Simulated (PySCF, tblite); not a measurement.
**C₆H₆O₃Si: geometry, infrared bands, NMR shifts and electronic excitations**

Wanted: the infrared bands, NMR shifts and electronic excitations of C₆H₆O₃Si (`O=C1C=CC(O[SiH3])=CC1=O`), by calculation.

Programs: tblite 0.8.0 and PySCF 2.14.0, with density-fitted response routines of our own. Each step states its level of theory. These are calculated values for one molecule in the gas phase, unless marked as measured. Atoms are numbered from 0 throughout.

### 1 Starting geometry

16 atoms, charge 0, multiplicity 1; geometry from: force field or distance geometry start.

Bonds of the start (Å): O0–C1 1.21, C1–C2 1.48, C2–C3 1.33, C3–C4 1.45, C4–O5 1.38, O5–Si6 1.66, C4–C7 1.34, C7–C8 1.48, C8–O9 1.22, C8–C1 1.54, C2–H10 1.09, C3–H11 1.08, Si6–H12 1.50, Si6–H13 1.48, Si6–H14 1.48, C7–H15 1.08.

### 2 Relaxing the molecule with GFN2-xTB

Job settings and geometry (Å):

```
{"job": {"kind": "relax", "xc": "GFN2-xTB", "basis": "xTB"}, "charge": 0, "multiplicity": 1}
O     -3.729900     0.082100     0.501900
C     -2.533400     0.146200     0.336100
C     -1.812900     1.434200     0.352500
C     -0.497300     1.479500     0.166500
C      0.320900     0.290800    -0.015300
O      1.647700     0.621700    -0.177900
Si     2.912600    -0.426700    -0.425900
C     -0.215500    -0.931900    -0.038500
C     -1.676000    -1.115200     0.139700
O     -2.184100    -2.229000     0.125500
H     -2.424900     2.325100     0.494300
H      0.011000     2.429800     0.180900
H      2.988300    -1.377700     0.725900
H      4.186700     0.326100    -0.537300
H      2.672400    -1.191200    -1.666700
H      0.326700    -1.855100    -0.173100
```

Started as:

```
> OMP_NUM_THREADS=1 python probes_run.py task.json out
```

One launch serves the whole session: the jobs run in the order shown.

**Question.** This job is followed by: GFN2-xTB harmonic vibrations, gas phase; PBE0-D3(BJ)/def2-SVP geometry optimisation, gas phase; GIAO PBE0/pcSseg-1 NMR shielding, non-relativistic, gas phase; TDDFT CAM-B3LYP/def2-SVPD, vertical, gas phase, core orbitals frozen in the response; GIAO CAM-B3LYP/pcSseg-1 NMR shielding, non-relativistic, gas phase. Predict these results of the whole session: strongest single infrared mode (GFN2-xTB); zero-point energy (GFN2-xTB); point group; rotational constants (main isotopes); 13C shifts against TMS (PBE0/pcSseg-1); 1H shifts against TMS (PBE0/pcSseg-1, means over atoms taken as alike); 17O shifts against H2O (PBE0/pcSseg-1); 29Si shifts against TMS (PBE0/pcSseg-1); lowest singlet (CAM-B3LYP/def2-SVPD); brightest single state of those computed; lowest triplet; vertical ionisation energy (ΔSCF); vertical electron affinity (ΔSCF); range of the shift of C8.

As calculated:

| quantity | value |
| --- | --- |
| strongest single infrared mode (GFN2-xTB) | 808 cm⁻¹, 444 km/mol |
| zero-point energy (GFN2-xTB) | 63.0 kcal/mol |
| point group | Cs |
| rotational constants (main isotopes) | 2.65, 0.67, 0.54 GHz |
| 13C shifts against TMS (PBE0/pcSseg-1) | 180.9, 177.9, 171.5, 145.2, 136.6, 111.5 ppm |
| 1H shifts against TMS (PBE0/pcSseg-1, means over atoms taken as alike) | 6.78, 6.15, 5.47, 4.99 ppm |
| 17O shifts against H2O (PBE0/pcSseg-1) | 753.9, 705.7, 130.2 ppm |
| 29Si shifts against TMS (PBE0/pcSseg-1) | -28.8 ppm |
| lowest singlet (CAM-B3LYP/def2-SVPD) | 2.26 eV (548 nm), f = 0.000 |
| brightest single state of those computed | state 10, 6.87 eV, f = 0.318 |
| lowest triplet | 1.81 eV |
| vertical ionisation energy (ΔSCF) | 9.37 eV |
| vertical electron affinity (ΔSCF) | 1.81 eV |
| range of the shift of C8 | 177.9 to 182.6 ppm |

Relaxing lowered the energy by 0.206 eV in 37 steps; the close pair that moved most is C4–O5, from 1.377 to 1.328 Å (GFN2-xTB). All 42 modes are real, so the xTB geometry is a minimum. The strongest single mode, at 808 cm⁻¹, has its largest shares on H14, H12 and H13 (the list is cut at 3 atoms). GFN2-xTB is a fitted tight-binding method: band positions and strengths are rough. Its intensities can rank the bands wrongly. The optimisation took 9 steps and gained 0.303 eV; among the close pairs (by a distance rule), Si6–H12 changed most, from 1.443 to 1.490 Å (PBE0/def2-SVP). No frequency check was run at this level, so the end point may be a saddle. The most deshielded hydrogen is H11 (hydrogen on a β carbon of a C=C–C=O unit), at 6.78 ppm: olefinic region. At PBE0/pcSseg-1: The largest span, 1606 ppm, is at O0, where the paramagnetic term is -813 ppm. The first singlet state (HOMO−1→LUMO 0.94) lies at 2.26 eV and is dark; of the 10 states computed, the strongest absorption comes from state 10 at 6.87 eV (the last computed, so partners may be missing). The lowest triplet lies 0.45 eV below the lowest singlet (triplets in Tamm-Dancoff, singlets in full TDDFT). ΔSCF puts the ionisation energy at 9.37 eV, 0.61 eV above −ε(HOMO). In ppm, C8 moves most: its shift spreads over 4.7 ppm, from 177.9 (PBE0/pcSseg-1) to 182.6 (CAM-B3LYP/pcSseg-1).
